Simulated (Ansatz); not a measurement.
# CH₆Se₂Si: a ladder of functionals and wavefunction methods

An exercise on one series of results from a longer session: the logs are not shown, and one member is left open.

The runs use Ansatz 0.2.0, Gaussian basis; functionals in def2-TZVPP, the program's frozen cores in correlated methods.

The runs, in order: LDA (SPW92), PBE-D4, revPBE-D4, BLYP-D4, r2SCAN-D4, B97M-V, PBE0-D4, B3LYP-D4, r2SCANh-D4, r2SCAN0-D4, HSE06-D4, BHLYP-D4, CAM-B3LYP-D4, LC-ωPBE, ωB97X-V, ωB97M-V, B2PLYP, PBE-QIDH; CCSD(T)/def2-SVP; CCSD(T)/def2-TZVPP; MP2/def2-QZVPP; extrapolation to the limit; RPA on PBE.

## Structure used throughout

All runs share one geometry, relaxed beforehand with PBE0-D4 in a triple-zeta def2 set.

SMILES `C[Se][Se][SiH3]`, 10 atoms, charge 0, spin multiplicity 1.

Atoms are counted from 1 here; the program's logs count them from 0.

Bond lengths: C1–Se2 1.946 Å, C1–H5 1.088 Å, C1–H6 1.087 Å, C1–H7 1.091 Å, Se2–Se3 2.335 Å, Se3–Si4 2.281 Å, Si4–H8 1.487 Å, Si4–H9 1.485 Å, Si4–H10 1.482 Å. Angles: Se2–C1–H5 110.1°, Se2–C1–H6 110.0°, Se2–C1–H7 106.0°, H5–C1–H6 110.9°, H5–C1–H7 109.8°, H6–C1–H7 110.0°, C1–Se2–Se3 99.4°, Se2–Se3–Si4 93.6°, Se3–Si4–H8 107.1°, Se3–Si4–H9 109.8°, Se3–Si4–H10 110.5°, H8–Si4–H9 109.6°, H8–Si4–H10 110.1°, H9–Si4–H10 109.7°.

As a file:

```xyz
10
charge 0, multiplicity 1
C    -0.7287    1.8245    0.4859
Se   -1.4585    0.0881    0.9755
Se   -1.1401   -1.0408   -1.0439
Si    0.9639   -1.7268   -0.4924
H     0.3193    1.7246    0.2111
H    -1.3052    2.2538   -0.3301
H    -0.8192    2.4504    1.3755
H     1.5098   -2.4536   -1.6698
H     1.8161   -0.5475   -0.1958
H     0.9258   -2.6239    0.6871
```

Set-up of the first run:

in.yaml

```yaml
crystal:
  periodic: [false, false, false]
  atoms:
    - {symbol: C, position_ang: [-0.728741, 1.824467, 0.485920]}
    - {symbol: Se, position_ang: [-1.458459, 0.088139, 0.975485]}
    - {symbol: Se, position_ang: [-1.140056, -1.040794, -1.043935]}
    - {symbol: Si, position_ang: [0.963862, -1.726761, -0.492417]}
    - {symbol: H, position_ang: [0.319283, 1.724608, 0.211065]}
    - {symbol: H, position_ang: [-1.305244, 2.253801, -0.330140]}
    - {symbol: H, position_ang: [-0.819215, 2.450431, 1.375491]}
    - {symbol: H, position_ang: [1.509834, -2.453638, -1.669769]}
    - {symbol: H, position_ang: [1.816065, -0.547516, -0.195753]}
    - {symbol: H, position_ang: [0.925770, -2.623939, 0.687052]}
basis:
  gaussian: {orbitals: def2-TZVPP}
hamiltonian: {xc: lda}
output: {orbitals: {seedname: orbitals}}
```

Steps of the session up to this table: LDA; PBE-D4 (GGA); revPBE-D4 (GGA); BLYP-D4 (GGA); r2SCAN-D4 (meta-GGA); B97M-V (meta-GGA); PBE0-D4 (hybrid); B3LYP-D4 (hybrid); r2SCANh-D4 (hybrid); r2SCAN0-D4 (hybrid); HSE06-D4 (hybrid); BHLYP-D4 (hybrid); CAM-B3LYP-D4 (range-separated); LC-ωPBE (range-separated); ωB97X-V (range-separated); ωB97M-V (range-separated); B2PLYP (double hybrid); PBE-QIDH (double hybrid).

One table of the session follows, with a row left open; its other results are not shown here.

It belongs to the step «Frontier levels by functional». 

```
  functional  HOMO (eV)  LUMO (eV)  gap (eV)
 LDA (SPW92)          ?          ?         ?
      PBE-D4      -5.45      -2.36      3.09
   revPBE-D4      -5.40      -2.27      3.13
     BLYP-D4      -5.29      -2.24      3.05
   r2SCAN-D4      -5.70      -2.23      3.46
      B97M-V      -5.83      -2.10      3.73
     PBE0-D4      -6.57      -1.50      5.07
    B3LYP-D4      -6.34      -1.72      4.62
  r2SCANh-D4      -6.11      -1.92      4.19
  r2SCAN0-D4      -6.73      -1.44      5.28
    HSE06-D4      -6.18      -1.87      4.30
    BHLYP-D4      -7.54      -0.54      7.00
CAM-B3LYP-D4      -7.82      -0.45      7.38
     LC-ωPBE      -9.15       0.69      9.84
     ωB97X-V      -8.82       0.58      9.40
     ωB97M-V      -8.69       0.43      9.12
```

Q: Estimate the row for LDA (SPW92) from the others.

The run gave: HOMO (eV): -5.59; LUMO (eV): -2.60; gap (eV): 2.99. In the column «HOMO (eV)» it lies between r2SCAN-D4 (-5.70) and PBE-D4 (-5.45).
